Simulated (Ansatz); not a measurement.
# FH₄NSi + H₂ + NH₃: a complex and its separated parts

The complex below is one end of an elementary step. How strongly is it bound against its free parts?

Method: PBE0-D4/def2-TZVP structures, single points in def2-TZVPP, no counterpoise correction; program: Ansatz 0.2.0, Gaussian basis.

Levels: SPW92, PBE-D4, BLYP-D4, r2SCAN-D4, B97M-V, PBE0-D4, B3LYP-D4, r2SCAN0-D4, BHLYP-D4, CAM-B3LYP-D4, wB97X-V, wB97M-V, B2PLYP, PBE-QIDH, RPA on PBE, Hartree-Fock, MP2, CCSD, CCSD(T).

Correlated methods freeze the cores. B3LYP uses VWN-RPA correlation. B2PLYP carries no dispersion term here.

113 further runs of the same task are left out: 113 set aside as unsound or not needed.

## (1) Starting geometry

The complex: 13 atoms, charge 0, spin multiplicity 1.

Atoms are counted from 1 here; the program's logs count them from 0.

Bond lengths: Si1–H3 1.482 Å, Si1–H4 1.482 Å, Si1–N5 1.688 Å, Si1–F7 1.609 Å, H2–H8 0.748 Å, N5–H10 1.006 Å, N5–H11 1.020 Å, H6–N9 1.013 Å, N9–H12 1.013 Å, N9–H13 1.013 Å. Angles: H3–Si1–H4 113.2°, H3–Si1–N5 108.5°, H3–Si1–F7 105.2°, H4–Si1–N5 109.5°, H4–Si1–F7 105.2°, N5–Si1–F7 115.2°, Si1–N5–H10 121.6°, Si1–N5–H11 121.0°, H10–N5–H11 112.9°, H6–N9–H12 107.4°, H6–N9–H13 107.3°, H12–N9–H13 107.0°.

Coordinates:

```xyz
13

Si   -1.0795    0.4098    1.7201
H     1.3833   -2.6232   -0.2966
H    -1.8598   -0.6389    1.0216
H    -0.8416    0.1053    3.1504
N     0.4003    0.5926    0.9293
H    -0.0995    1.0125   -2.6385
F    -2.0237    1.7124    1.7163
H     1.2032   -1.9756    0.0322
N     0.3277    0.2581   -2.1150
H     1.1701    1.0804    1.3559
H     0.4570    0.5737   -0.0891
H     1.2188    0.0538   -2.5509
H    -0.2566   -0.5608   -2.2356
```

Its parts: FH₄NSi holds atoms 1, 3, 4, 5, 7, 10, 11; H₂ holds atoms 2, 8; NH₃ holds atoms 6, 9, 12, 13. Each part counts its atoms afresh in its own runs.

## (2) Relaxing FH₄NSi alone

Contents of relax-a/in.yaml:

```yaml
crystal:
  periodic: [false, false, false]
  atoms:
    - {symbol: Si, position_ang: [-1.079516, 0.409750, 1.720104]}
    - {symbol: H, position_ang: [-1.859794, -0.638920, 1.021585]}
    - {symbol: H, position_ang: [-0.841590, 0.105319, 3.150365]}
    - {symbol: N, position_ang: [0.400342, 0.592610, 0.929259]}
    - {symbol: F, position_ang: [-2.023661, 1.712366, 1.716257]}
    - {symbol: H, position_ang: [1.170133, 1.080373, 1.355928]}
    - {symbol: H, position_ang: [0.457041, 0.573716, -0.089114]}
basis:
  gaussian: {orbitals: def2-TZVP}
hamiltonian: {xc: pbe0, dispersion: d4}
relax: {f_tol: 0.005, max_steps: 200}
```

Run with:

```bash
ansatz run in.yaml --threads 8 --pin off --events-out ev --progress --plain --max-ram 19148MiB
```

Standard output (excerpt; [...] marks lines left out):

```text
Functional definition: PBE0
  name "PBE0"
  cite "Adamo & Barone, J. Chem. Phys. 110, 6158 (1999) doi:10.1063/1.478522"
  cite "Perdew, Burke & Ernzerhof, Phys. Rev. Lett. 77, 3865 (1996) doi:10.1103/PhysRevLett.77.3865"
  parent pbe
[...]
755 factors; their error is unknown
[...]
mean field -12146.66541181 eV, -446.3817205787 hartree, gradient 3.4e-5 eV, S^2 0.000000; 0 other end points of the search recorded, 0 dependent functions left out
[...]
reference -12146.66543793 eV, -446.3817215385 hartree; 17, 17 occupied and 106, 106 virtual orbitals, 755 factors
[...]
Total energy: -12146.75120995 eV, -446.3848736020 hartree
Atom 0 at    -1.092593     0.406456     1.720936 Å, force     0.002214     0.002160    -0.001612 eV/Å
Atom 1 at    -1.865846    -0.641520     1.019375 Å, force     0.000206     0.000360     0.000948 eV/Å
Atom 2 at    -0.826156     0.107753     3.145066 Å, force    -0.000525    -0.000457    -0.000799 eV/Å
Atom 3 at     0.394561     0.592766     0.927902 Å, force    -0.002569    -0.000764     0.001504 eV/Å
Atom 4 at    -2.022178     1.714430     1.714619 Å, force     0.000853    -0.001575    -0.000030 eV/Å
Atom 5 at     1.166725     1.079129     1.352063 Å, force    -0.000410    -0.000025    -0.000607 eV/Å
Atom 6 at     0.468441     0.576200    -0.075576 Å, force     0.000230     0.000301     0.000595 eV/Å
Dipole moment:     0.375951    -0.071703    -0.158610 e Å
```

Wall time 2.7 s (8 threads of Arm Neoverse V2, shared host).

The steps of the relaxation:

| step | energy from step 1 (eV) | largest force component (eV/Å) |
| --- | --- | --- |
| 1 | 0.0000 | 0.6239 |
| 2 | -0.0071 | 0.1947 |
| 3 | -0.0081 | 0.0355 |
| 4 | -0.0083 | 0.0061 |
| 5 | -0.0083 | 0.0026 |

Distances of close pairs at the start and the end, largest changes first:

| bond | before (Å) | after (Å) | change (Å) |
| --- | --- | --- | --- |
| N4–H7 | 1.020 | 1.006 | -0.014 |
| Si1–N4 | 1.688 | 1.696 | +0.008 |
| Si1–F5 | 1.609 | 1.605 | -0.004 |
| Si1–H2 | 1.482 | 1.479 | -0.003 |
| Si1–H3 | 1.482 | 1.479 | -0.002 |
| N4–H6 | 1.006 | 1.006 | +0.000 |

## (3) Relaxing H₂ alone

Contents of relax-b/in.yaml:

```yaml
crystal:
  periodic: [false, false, false]
  atoms:
    - {symbol: H, position_ang: [1.383347, -2.623242, -0.296647]}
    - {symbol: H, position_ang: [1.203229, -1.975595, 0.032234]}
basis:
  gaussian: {orbitals: def2-TZVP}
hamiltonian: {xc: pbe0, dispersion: d4}
relax: {f_tol: 0.005, max_steps: 200}
```

Run with:

```bash
ansatz run in.yaml --threads 8 --pin off --events-out ev --progress --plain --max-ram 19148MiB
```

Standard output (excerpt; [...] marks lines left out):

```text
[... 5 set-up lines as earlier in the session ...]
[...]
88 factors; their error is unknown
[...]
mean field -31.78856105 eV, -1.1682080717 hartree, gradient 1.7e-5 eV, S^2 0.000000; 0 other end points of the search recorded, 0 dependent functions left out
[...]
reference -31.78866856 eV, -1.1682120225 hartree; 1, 1 occupied and 11, 11 virtual orbitals, 88 factors
Total energy: -31.79027512 eV, -1.1682710624 hartree
Atom 0 at     1.383082    -2.622290    -0.296164 Å, force    -0.000426     0.001531     0.000778 eV/Å
Atom 1 at     1.203494    -1.976547     0.031751 Å, force     0.000426    -0.001531    -0.000778 eV/Å
Dipole moment:    -0.000000     0.000000     0.000000 e Å
```

It took 0.1 s on 8 threads of Arm Neoverse V2, shared host.

The steps of the relaxation:

| step | energy from step 1 (eV) | largest force component (eV/Å) |
| --- | --- | --- |
| 1 | 0.0000 | 0.0698 |
| 2 | -0.0001 | 0.0015 |

The bond:

| bond | before (Å) | after (Å) | change (Å) |
| --- | --- | --- | --- |
| H1–H2 | 0.748 | 0.746 | -0.002 |

## (4) Relaxing NH₃ alone

Contents of relax-c/in.yaml:

```yaml
crystal:
  periodic: [false, false, false]
  atoms:
    - {symbol: H, position_ang: [-0.099479, 1.012501, -2.638497]}
    - {symbol: N, position_ang: [0.327687, 0.258087, -2.115012]}
    - {symbol: H, position_ang: [1.218769, 0.053818, -2.550893]}
    - {symbol: H, position_ang: [-0.256606, -0.560783, -2.235571]}
basis:
  gaussian: {orbitals: def2-TZVP}
hamiltonian: {xc: pbe0, dispersion: d4}
relax: {f_tol: 0.005, max_steps: 200}
```

Run with:

```bash
ansatz run in.yaml --threads 8 --pin off --events-out ev --progress --plain --max-ram 19148MiB
```

Standard output (excerpt; [...] marks lines left out):

```text
[... 5 set-up lines as earlier in the session ...]
[...]
287 factors; their error is unknown
[...]
mean field -1537.79920841 eV, -56.5130785511 hartree, gradient 5.1e-5 eV, S^2 0.000000; 0 other end points of the search recorded, 0 dependent functions left out
[...]
Total energy: -1537.80844286 eV, -56.5134179112 hartree
Atom 0 at    -0.098333     1.010480    -2.639022 Å, force     0.000318    -0.001794     0.000863 eV/Å
Atom 1 at     0.327972     0.257514    -2.113030 Å, force    -0.000423     0.003341     0.000411 eV/Å
Atom 2 at     1.217889     0.055274    -2.551723 Å, force    -0.001640    -0.001712    -0.000027 eV/Å
Atom 3 at    -0.257157    -0.559645    -2.236197 Å, force     0.001745     0.000165    -0.001247 eV/Å
Dipole moment:    -0.038009    -0.083404    -0.340322 e Å
```

Wall time 0.4 s (8 threads of Arm Neoverse V2, shared host).

Step by step:

| step | energy from step 1 (eV) | largest force component (eV/Å) |
| --- | --- | --- |
| 1 | 0.0000 | 0.0358 |
| 2 | -0.0001 | 0.0169 |
| 3 | -0.0001 | 0.0033 |

Close pairs (by a distance rule), those that changed most:

| bond | before (Å) | after (Å) | change (Å) |
| --- | --- | --- | --- |
| N2–H4 | 1.013 | 1.013 | -0.001 |
| N2–H3 | 1.013 | 1.013 | -0.000 |
| H1–N2 | 1.013 | 1.013 | -0.000 |

## (5) SPW92/def2-TZVPP

Contents of parta/in.yaml:

```yaml
crystal:
  periodic: [false, false, false]
  atoms:
    - {symbol: Si, position_ang: [-1.092593, 0.406456, 1.720936]}
    - {symbol: H, position_ang: [-1.865846, -0.641520, 1.019375]}
    - {symbol: H, position_ang: [-0.826156, 0.107753, 3.145066]}
    - {symbol: N, position_ang: [0.394561, 0.592766, 0.927902]}
    - {symbol: F, position_ang: [-2.022178, 1.714430, 1.714619]}
    - {symbol: H, position_ang: [1.166725, 1.079129, 1.352063]}
    - {symbol: H, position_ang: [0.468441, 0.576200, -0.075576]}
basis:
  gaussian: {orbitals: def2-TZVPP}
hamiltonian: {xc: lda}
```

Contents of partb/in.yaml:

```yaml
crystal:
  periodic: [false, false, false]
  atoms:
    - {symbol: H, position_ang: [1.383082, -2.622290, -0.296164]}
    - {symbol: H, position_ang: [1.203494, -1.976547, 0.031751]}
basis:
  gaussian: {orbitals: def2-TZVPP}
hamiltonian: {xc: lda}
```

Contents of partc/in.yaml:

```yaml
crystal:
  periodic: [false, false, false]
  atoms:
    - {symbol: H, position_ang: [-0.098333, 1.010480, -2.639022]}
    - {symbol: N, position_ang: [0.327972, 0.257514, -2.113030]}
    - {symbol: H, position_ang: [1.217889, 0.055274, -2.551723]}
    - {symbol: H, position_ang: [-0.257157, -0.559645, -2.236197]}
basis:
  gaussian: {orbitals: def2-TZVPP}
hamiltonian: {xc: lda}
```

Each run has its own folder and the same command.

Run with:

```bash
ansatz run in.yaml --threads 8 --pin off --events-out ev --progress --plain --max-ram 19148MiB
```

parta printed (excerpt; [...] marks lines left out):

```text
Functional definition: SPW92
  name "SPW92"
  cite "Dirac, Proc. Camb. Phil. Soc. 26, 376 (1930) doi:10.1017/S0305004100016108"
  cite "Slater, Phys. Rev. 81, 385 (1951) doi:10.1103/PhysRev.81.385"
  cite "Perdew & Wang, Phys. Rev. B 45, 13244 (1992) doi:10.1103/PhysRevB.45.13244"
[...]
835 factors; their error is unknown
[...]
mean field -12092.60443494 eV, -444.3950163222 hartree, gradient 3.0e-5 eV, S^2 0.000000; 0 other end points of the search recorded, 0 dependent functions left out
reference -12092.60446759 eV, -444.3950175221 hartree; 17, 17 occupied and 143, 143 virtual orbitals, 835 factors
Total energy: -12092.60446759 eV, -444.3950175221 hartree
```

Log of partb (excerpt; [...] marks lines left out):

```text
[... 5 set-up lines as earlier in the session ...]
[...]
118 factors; their error is unknown
[...]
mean field -30.93529793 eV, -1.1368512300 hartree, gradient 4.4e-5 eV, S^2 0.000000; 0 other end points of the search recorded, 0 dependent functions left out
reference -30.93531860 eV, -1.1368519900 hartree; 1, 1 occupied and 27, 27 virtual orbitals, 118 factors
Total energy: -30.93531860 eV, -1.1368519900 hartree
```

Output in partc (excerpt; [...] marks lines left out):

```text
[... 5 set-up lines as earlier in the session ...]
[...]
332 factors; their error is unknown
[...]
mean field -1526.58942117 eV, -56.1011264684 hartree, gradient 8.6e-5 eV, S^2 0.000000; 0 other end points of the search recorded, 0 dependent functions left out
reference -1526.58944057 eV, -56.1011271815 hartree; 5, 5 occupied and 68, 68 virtual orbitals, 332 factors
Total energy: -1526.58944057 eV, -56.1011271815 hartree
```

They took 0.3 s (parta), 0.05 s (partb), 0.1 s (partc) on 8 threads of Arm Neoverse V2, shared host.

## (6) PBE-D4/def2-TZVPP

Each input of step 5 (parta, partb, partc) changes in the same lines:

```diff
-hamiltonian: {xc: lda}
+hamiltonian: {xc: pbe, dispersion: d4}
```

Each run has its own folder and the same command.

Run with:

```bash
ansatz run in.yaml --threads 8 --pin off --events-out ev --progress --plain --max-ram 19148MiB
```

Log of parta (excerpt; [...] marks lines left out):

```text
Functional definition: PBE
  name "PBE"
[... 2 set-up lines as earlier in the session ...]
[...]
835 factors; their error is unknown
[...]
mean field -12145.76562822 eV, -446.3486541415 hartree, gradient 2.8e-5 eV, S^2 0.000000; 0 other end points of the search recorded, 0 dependent functions left out
reference -12145.76566300 eV, -446.3486554197 hartree; 17, 17 occupied and 143, 143 virtual orbitals, 835 factors
Total energy: -12145.85948158 eV, -446.3521031888 hartree
```

Log of partb (excerpt; [...] marks lines left out):

```text
[... 4 set-up lines as earlier in the session ...]
[...]
118 factors; their error is unknown
[...]
mean field -31.73222245 eV, -1.1661376661 hartree, gradient 3.1e-5 eV, S^2 0.000000; 0 other end points of the search recorded, 0 dependent functions left out
reference -31.73224412 eV, -1.1661384627 hartree; 1, 1 occupied and 27, 27 virtual orbitals, 118 factors
Total energy: -31.73426335 eV, -1.1662126679 hartree
```

partc printed (excerpt; [...] marks lines left out):

```text
[... 4 set-up lines as earlier in the session ...]
[...]
332 factors; their error is unknown
[...]
mean field -1537.73151759 eV, -56.5105909595 hartree, gradient 5.4e-5 eV, S^2 0.000000; 0 other end points of the search recorded, 0 dependent functions left out
reference -1537.73153794 eV, -56.5105917073 hartree; 5, 5 occupied and 68, 68 virtual orbitals, 332 factors
Total energy: -1537.74291564 eV, -56.5110098300 hartree
```

Wall times: 0.4 s (parta), 0.05 s (partb), 0.1 s (partc) on 8 threads of Arm Neoverse V2, shared host.

## (7) BLYP-D4/def2-TZVPP

Each input of step 6 (parta, partb, partc) changes in the same lines:

```diff
-hamiltonian: {xc: pbe, dispersion: d4}
+hamiltonian: {xc: {name: BLYP}, dispersion: d4}
```

One command serves all of them, each in its own folder.

Run with:

```bash
ansatz run in.yaml --threads 8 --pin off --events-out ev --progress --plain --max-ram 19148MiB
```

parta printed (excerpt; [...] marks lines left out):

```text
Functional definition: BLYP
  name "BLYP"
  cite "Becke, Phys. Rev. A 38, 3098 (1988) doi:10.1103/PhysRevA.38.3098"
  cite "Lee, Yang & Parr, Phys. Rev. B 37, 785 (1988) doi:10.1103/PhysRevB.37.785"
[...]
835 factors; their error is unknown
[...]
mean field -12153.60780655 eV, -446.6368488794 hartree, gradient 3.0e-5 eV, S^2 0.000000; 0 other end points of the search recorded, 0 dependent functions left out
reference -12153.60809808 eV, -446.6368595930 hartree; 17, 17 occupied and 143, 143 virtual orbitals, 835 factors
Total energy: -12153.82170297 eV, -446.6447094279 hartree
```

Output in partb (excerpt; [...] marks lines left out):

```text
[... 4 set-up lines as earlier in the session ...]
[...]
118 factors; their error is unknown
[...]
mean field -31.82604663 eV, -1.1695856413 hartree, gradient 8.3e-5 eV, S^2 0.000000; 0 other end points of the search recorded, 0 dependent functions left out
reference -31.82623906 eV, -1.1695927127 hartree; 1, 1 occupied and 27, 27 virtual orbitals, 118 factors
Total energy: -31.83113696 eV, -1.1697727072 hartree
```

partc printed (excerpt; [...] marks lines left out):

```text
[... 4 set-up lines as earlier in the session ...]
[...]
332 factors; their error is unknown
[...]
mean field -1539.10791926 eV, -56.5611727881 hartree, gradient 4.5e-5 eV, S^2 0.000000; 0 other end points of the search recorded, 0 dependent functions left out
reference -1539.10810485 eV, -56.5611796084 hartree; 5, 5 occupied and 68, 68 virtual orbitals, 332 factors
Total energy: -1539.13555358 eV, -56.5621883304 hartree
```

They took 0.4 s (parta), 0.1 s (partb), 0.15 s (partc) on 8 threads of Arm Neoverse V2, shared host.

## (8) r2SCAN-D4/def2-TZVPP

Each input of step 7 (parta, partb, partc) changes in the same lines:

```diff
-hamiltonian: {xc: {name: BLYP}, dispersion: d4}
+hamiltonian: {xc: r2scan, dispersion: d4}
```

Each run has its own folder and the same command.

Run with:

```bash
ansatz run in.yaml --threads 8 --pin off --events-out ev --progress --plain --max-ram 19148MiB
```

Output in parta (excerpt; [...] marks lines left out):

```text
Functional definition: r2SCAN
  name "r2SCAN"
  cite "Furness, Kaplan, Ning, Perdew & Sun, J. Phys. Chem. Lett. 11, 8208 (2020) doi:10.1021/acs.jpclett.0c02405"
  cite "Furness, Kaplan, Ning, Perdew & Sun, J. Phys. Chem. Lett. 11, 9248 (2020) doi:10.1021/acs.jpclett.0c03077"
  parent r2scan
[...]
835 factors; their error is unknown
[...]
mean field -12151.79195713 eV, -446.5701176443 hartree, gradient 3.9e-5 eV, S^2 0.000000; 0 other end points of the search recorded, 0 dependent functions left out
reference -12151.79196729 eV, -446.5701180176 hartree; 17, 17 occupied and 143, 143 virtual orbitals, 835 factors
Total energy: -12151.81354853 eV, -446.5709111135 hartree
```

Log of partb (excerpt; [...] marks lines left out):

```text
[... 5 set-up lines as earlier in the session ...]
[...]
118 factors; their error is unknown
[...]
mean field -31.87204958 eV, -1.1712762183 hartree, gradient 4.1e-5 eV, S^2 0.000000; 0 other end points of the search recorded, 0 dependent functions left out
reference -31.87205619 eV, -1.1712764615 hartree; 1, 1 occupied and 27, 27 virtual orbitals, 118 factors
Total energy: -31.87255758 eV, -1.1712948869 hartree
```

partc printed (excerpt; [...] marks lines left out):

```text
[... 5 set-up lines as earlier in the session ...]
[...]
332 factors; their error is unknown
[...]
mean field -1538.76467042 eV, -56.5485586257 hartree, gradient 2.8e-5 eV, S^2 0.000000; 0 other end points of the search recorded, 0 dependent functions left out
reference -1538.76467687 eV, -56.5485588630 hartree; 5, 5 occupied and 68, 68 virtual orbitals, 332 factors
Total energy: -1538.76738977 eV, -56.5486585601 hartree
```

They took 0.85 s (parta), 0.25 s (partb), 0.35 s (partc) on 8 threads of Arm Neoverse V2, shared host.

## (9) B97M-V/def2-TZVPP

Each input of step 8 (parta, partb, partc) changes in the same lines:

```diff
-hamiltonian: {xc: r2scan, dispersion: d4}
+hamiltonian: {xc: {name: B97M-V}}
```

One command serves all of them, each in its own folder.

Run with:

```bash
ansatz run in.yaml --threads 8 --pin off --events-out ev --progress --plain --max-ram 19148MiB
```

Output in parta (excerpt; [...] marks lines left out):

```text
Functional definition: B97M-V
  name "B97M-V"
  cite "Mardirossian & Head-Gordon, J. Chem. Phys. 142, 074111 (2015) doi:10.1063/1.4907719"
  cite "Becke, J. Chem. Phys. 107, 8554 (1997) doi:10.1063/1.475007"
  cite "Vydrov & Van Voorhis, J. Chem. Phys. 133, 244103 (2010) doi:10.1063/1.3521275"
  # Of w^i u^j: cxij and so on, Table III.
[...]
  gx(w, u) = cx00 + cx01*u + cx02*u^2 + (cx10 + cx11*u)*w
[...]
  gos(w, u) = cos00 + cos01*u + cos03*u^3 + cos10*w + cos32*w^3*u^2
[...]
      + integral(e_c_pw_mod_opposite_spin*gos(b97_w_opposite, b97_u_opposite)) + vv10(b, c)
835 factors; their error is unknown
[...]
mean field -12151.20016860 eV, -446.5483698167 hartree, gradient 3.5e-5 eV, S^2 0.000000; 0 other end points of the search recorded, 0 dependent functions left out
reference -12151.20022063 eV, -446.5483717289 hartree; 17, 17 occupied and 143, 143 virtual orbitals, 835 factors
Total energy: -12151.20022063 eV, -446.5483717289 hartree
```

Output in partb (excerpt; [...] marks lines left out):

```text
[... 5 set-up lines as earlier in the session ...]
  # Of w^i u^j: cxij and so on, Table III.
[...]
  gx(w, u) = cx00 + cx01*u + cx02*u^2 + (cx10 + cx11*u)*w
  gss(w, u) = css00 + css02*u^2 + css10*w + (css32*w^3 + css42*w^4)*u^2
  gos(w, u) = cos00 + cos01*u + cos03*u^3 + cos10*w + cos32*w^3*u^2
[...]
      + integral(e_c_pw_mod_opposite_spin*gos(b97_w_opposite, b97_u_opposite)) + vv10(b, c)
118 factors; their error is unknown
[...]
mean field -31.90528938 eV, -1.1724977585 hartree, gradient 8.2e-6 eV, S^2 0.000000; 0 other end points of the search recorded, 0 dependent functions left out
reference -31.90531906 eV, -1.1724988493 hartree; 1, 1 occupied and 27, 27 virtual orbitals, 118 factors
Total energy: -31.90531906 eV, -1.1724988493 hartree
```

Log of partc (excerpt; [...] marks lines left out):

```text
[... 5 set-up lines as earlier in the session ...]
  # Of w^i u^j: cxij and so on, Table III.
[...]
  gx(w, u) = cx00 + cx01*u + cx02*u^2 + (cx10 + cx11*u)*w
[...]
  gos(w, u) = cos00 + cos01*u + cos03*u^3 + cos10*w + cos32*w^3*u^2
[...]
      + integral(e_c_pw_mod_opposite_spin*gos(b97_w_opposite, b97_u_opposite)) + vv10(b, c)
332 factors; their error is unknown
[...]
mean field -1539.38735662 eV, -56.5714419214 hartree, gradient 4.5e-5 eV, S^2 0.000000; 0 other end points of the search recorded, 0 dependent functions left out
reference -1539.38738944 eV, -56.5714431276 hartree; 5, 5 occupied and 68, 68 virtual orbitals, 332 factors
Total energy: -1539.38738944 eV, -56.5714431276 hartree
```

Times: 1.4 s (parta), 0.1 s (partb), 0.3 s (partc) on 8 threads of Arm Neoverse V2, shared host.

## (10) PBE0-D4/def2-TZVPP

The same edit goes into each in.yaml of step 9 (parta, partb, partc):

```diff
-hamiltonian: {xc: {name: B97M-V}}
+hamiltonian: {xc: pbe0, dispersion: d4}
+output: {orbitals: {seedname: orbitals}}
```

One command serves all of them, each in its own folder.

Run with:

```bash
ansatz run in.yaml --threads 8 --pin off --events-out ev --progress --plain --max-ram 19148MiB
```

parta printed (excerpt; [...] marks lines left out):

```text
[... 5 set-up lines as earlier in the session ...]
[...]
838 factors; their error is unknown
[...]
mean field -12146.73291672 eV, -446.3842013381 hartree, gradient 1.4e-5 eV, S^2 0.000000; 0 other end points of the search recorded, 0 dependent functions left out
reference -12146.73294285 eV, -446.3842022986 hartree; 17, 17 occupied and 143, 143 virtual orbitals, 838 factors
Total energy: -12146.81044898 eV, -446.3870505962 hartree
```

Log of partb (excerpt; [...] marks lines left out):

```text
[... 5 set-up lines as earlier in the session ...]
[...]
118 factors; their error is unknown
[...]
mean field -31.79610746 eV, -1.1684853969 hartree, gradient 5.5e-5 eV, S^2 0.000000; 0 other end points of the search recorded, 0 dependent functions left out
reference -31.79612345 eV, -1.1684859846 hartree; 1, 1 occupied and 27, 27 virtual orbitals, 118 factors
Total energy: -31.79773000 eV, -1.1685450244 hartree
```

Log of partc (excerpt; [...] marks lines left out):

```text
[... 5 set-up lines as earlier in the session ...]
[...]
332 factors; their error is unknown
[...]
mean field -1537.87182632 eV, -56.5157472104 hartree, gradient 9.4e-6 eV, S^2 0.000000; 0 other end points of the search recorded, 0 dependent functions left out
reference -1537.87184224 eV, -56.5157477954 hartree; 5, 5 occupied and 68, 68 virtual orbitals, 332 factors
Total energy: -1537.88095781 eV, -56.5160827864 hartree
```

Times: 0.5 s (parta), 0.05 s (partb), 0.15 s (partc) on 8 threads of Arm Neoverse V2, shared host.

[end of part 1 of 3]
